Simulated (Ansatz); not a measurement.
# ClF₃OW: how energies converge with the basis set

The task here is to estimate one member of a computed series from the others.

Method: one geometry, several basis sets; program: Ansatz 0.2.0, Gaussian basis.

Levels to be run: PBE0-D4/def2-SVP; ωB97M-V/def2-SVP; PBE0-D4/def2-QZVPP; ωB97M-V/def2-QZVPP; the functionals' def2-TZVPP values are taken from earlier runs.

**Structure used throughout**

An earlier PBE0-D4 in a triple-zeta def2 set relaxation fixed the geometry. W takes the def2 core potential; no spin-orbit term is included.

SMILES `[O]=[W]([F])([F])([F])[Cl]`, 6 atoms, charge 0, spin multiplicity 1.

Atoms are counted from 1 here; the program's logs count them from 0.

Bond lengths: O1–W2 1.670 Å, W2–F3 1.851 Å, W2–F4 1.851 Å, W2–F5 1.852 Å, W2–Cl6 2.271 Å. Angles: O1–W2–F3 103.0°, O1–W2–F4 103.0°, O1–W2–F5 107.8°, O1–W2–Cl6 106.1°, F3–W2–F4 153.9°, F3–W2–F5 84.8°, F3–W2–Cl6 87.7°, F4–W2–F5 84.8°, F4–W2–Cl6 87.7°, F5–W2–Cl6 146.1°.

Set-up of the first run:

The input, in.yaml:

```yaml
crystal:
  periodic: [false, false, false]
  atoms:
    - {symbol: O, position_ang: [-0.310343, -1.609218, 0.574433]}
    - {symbol: W, position_ang: [0.026816, -0.087573, -0.025466]}
    - {symbol: F, position_ang: [1.563771, 0.388206, 0.888860]}
    - {symbol: F, position_ang: [-1.292898, 0.158550, -1.299187]}
    - {symbol: F, position_ang: [1.156370, -0.289718, -1.478953]}
    - {symbol: Cl, position_ang: [-1.101616, 1.375752, 1.294112]}
basis:
  gaussian: {orbitals: def2-SVP}
hamiltonian: {xc: pbe0, dispersion: d4}
output: {orbitals: {seedname: orbitals}}
```

Command:

```
ansatz run in.yaml --threads 4 --pin off --events-out ev --progress --plain --max-ram 10444MiB
```

Steps of the session up to this table: PBE0-D4 in def2-SVP; ωB97M-V in def2-SVP; PBE0-D4 in def2-QZVPP; ωB97M-V in def2-QZVPP.

One table of the session follows, with a row left open; its other results are not shown here.

It belongs to the step «Functionals by basis». 

| functional | basis | HOMO (eV) | LUMO (eV) |
| --- | --- | --- | --- |
| PBE0-D4 | def2-SVP | -10.28 | -4.39 |
| PBE0-D4 | def2-TZVPP | -10.25 | -4.24 |
| PBE0-D4 | def2-QZVPP | ? | ? |
| ωB97M-V | def2-SVP | -12.48 | -2.15 |
| ωB97M-V | def2-TZVPP | -12.50 | -2.01 |
| ωB97M-V | def2-QZVPP | -12.52 | -2.04 |

**Question.** Estimate the row for PBE0-D4, def2-QZVPP.

As computed: HOMO (eV): -10.26; LUMO (eV): -4.25. In the column «HOMO (eV)» it lies between PBE0-D4, def2-SVP (-10.28) and PBE0-D4, def2-TZVPP (-10.25).
